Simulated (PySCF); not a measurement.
# CH7NPb: the cost of one run

Programs: PySCF 2.14.0, with routines of our own; each step states its level. All values are computed. Atoms count from 0.

### 1 The starting structure

10 atoms, charge 0, multiplicity 1; geometry from: GFN2-xTB.

### 2 Optimising the geometry at PBE0-D3(BJ)/def2-SVP

What the job is given:

```
{"job": {"xc": "PBE0", "basis": "def2-SVP", "d3": "d3bj", "grid": 1, "maxiter": 30, "shake": 0.01, "kind": "geom"}, "charge": 0, "multiplicity": 1}
N     -1.706170    -0.467210     0.150530
C     -0.827270     0.608020    -0.019460
Pb     1.429350     0.044000     0.441030
H     -1.773650    -0.764950     1.097090
H     -1.568990    -1.225100    -0.491980
H     -0.807390     0.959360    -1.048420
H     -1.035990     1.427970     0.659080
H      2.765340     1.060780    -0.230880
H      1.769930    -1.583590    -0.144230
H      1.805290    -0.080210     2.194960
```

Command:

```sh
$ OMP_NUM_THREADS=1 python heavy_run.py task.json out
```

The driver reads the jobs from task.json and runs them one after another.

**Question.** How long does this first job take on 1 thread of Intel Xeon Platinum 8488C, shared host, and how much memory does it need?

About 27 s, with a peak of 0.38 GiB.
